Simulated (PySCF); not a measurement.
# Changing the system itself: InAs (triplet)

Aim: change spin, charge, geometry, field or solvent of InAs (triplet), one at a time, and compare with the base run.

Method: method and basis as typed in the scripts; program: PySCF 2.14.0.

5 further runs of the same task are left out: 5 that didn't finish.

### 1 Starting geometry

InAs (triplet): 2 atoms, charge 0, spin multiplicity 3.

Bond lengths: In1–As2 2.950 Å.

### 2 Base script

input.py

```python
from pyscf import gto, scf, mp

mol = gto.M(
    atom='In 0 0 0; As 0 0 2.95',
    basis='def2-svp',
    ecp={'In': 'def2-svp'},
    charge=0,
    spin=2,
    verbose=4,
)
mf = scf.UHF(mol)
mf.kernel()
mp.MP2(mf, frozen=13).kernel()
mf.dip_moment()
print('orbital energies (hartree):', [e[max(0, n-3):n+3].round(4) for e, n in zip(mf.mo_energy, mol.nelec)])
```

Run with:

```console
$ python input.py
```

The log of this run is left out.

Base result: E(SCF) = -2423.146517 Eh, 15 cycles, E(MP2) − E(SCF) = -0.24957 Eh, ⟨S²⟩ = 2.046, μ = 2.89 D (of the SCF density).

The bond length is a typed value, not an optimised one. The triplet is typed in the script; nothing here shows that it is the ground state.

### 3 Electric field -0.01 a.u.

Variant 1 changes electric field: none → -0.01 a.u.

input.py

```python
from pyscf import gto, scf, mp

mol = gto.M(
    atom='In 0 0 0; As 0 0 2.95',
    basis='def2-svp',
    ecp={'In': 'def2-svp'},
    charge=0,
    spin=2,
    verbose=4,
)
mf = scf.UHF(mol)
field = -0.01  # electric field along z, atomic units
h = mf.get_hcore() + field*mol.intor('int1e_r')[2]
mf.get_hcore = lambda *args: h
e_nuc = mol.energy_nuc() - field*mol.atom_charges() @ mol.atom_coords()[:, 2]
mf.energy_nuc = lambda *args: e_nuc
mf.kernel()
mp.MP2(mf, frozen=13).kernel()
mf.dip_moment()
print('orbital energies (hartree):', [e[max(0, n-3):n+3].round(4) for e, n in zip(mf.mo_energy, mol.nelec)])
```

Run with:

```console
$ python input.py
```

### 4 Bond 3.039 Å

Variant 2 changes bond length: 2.95 Å → 3.039 Å.

Changes to input.py since step 2:

```diff
@@ -3,3 +3,3 @@
 mol = gto.M(
-    atom='In 0 0 0; As 0 0 2.95',
+    atom='In 0 0 0; As 0 0 3.039',
     basis='def2-svp',
```

### 5 Septet

Variant 3 changes spin (2S): 2 → 6.

Changes to input.py since step 2:

```diff
@@ -7,3 +7,3 @@
     charge=0,
-    spin=2,
+    spin=6,
     verbose=4,
```

### 6 Bond 2.861 Å

Variant 4 changes bond length: 2.95 Å → 2.861 Å.

Changes to input.py since step 2:

```diff
@@ -3,3 +3,3 @@
 mol = gto.M(
-    atom='In 0 0 0; As 0 0 2.95',
+    atom='In 0 0 0; As 0 0 2.861',
     basis='def2-svp',
```

### 7 Electric field 0.005 a.u.

Variant 5 changes electric field: none → 0.005 a.u.

Changes to input.py since step 2:

```diff
@@ -11,2 +11,7 @@
 mf = scf.UHF(mol)
+field = 0.005  # electric field along z, atomic units
+h = mf.get_hcore() + field*mol.intor('int1e_r')[2]
+mf.get_hcore = lambda *args: h
+e_nuc = mol.energy_nuc() - field*mol.atom_charges() @ mol.atom_coords()[:, 2]
+mf.energy_nuc = lambda *args: e_nuc
 mf.kernel()
```

Before running it: what results should come out? Wanted: for each run, E(SCF); from base; gap, α spin; SCF dipole; after the SCF.

The runs gave:

```tsv
run	E(SCF) (hartree)	from base (eV)	cycles	gap, α spin (eV)	SCF dipole (D)	after the SCF
base	-2423.146517	0	15	7.79	2.89	MP2 correlation -6.791 eV, core frozen
electric field -0.01 a.u.	-2423.164343	-0.4851	14	8.17	6.10	MP2 correlation -6.759 eV, core frozen
bond 3.039 Å	-2423.144162	+0.0641	16	7.79	3.19	MP2 correlation -6.770 eV, core frozen
septet	-2423.003343	+3.8959	12	7.46	2.62	MP2 correlation -5.755 eV, core frozen
bond 2.861 Å	-2423.148126	-0.0438	14	7.83	2.52	MP2 correlation -6.807 eV, core frozen
electric field 0.005 a.u.	-2423.142543	+0.1081	16	7.65	1.13	MP2 correlation -6.802 eV, core frozen
```

What this shows: Of the runs whose energies can be compared, “septet” moves the SCF energy most (+3.896 eV). The septet solution found lies 3.90 eV above the base triplet at this geometry and level.
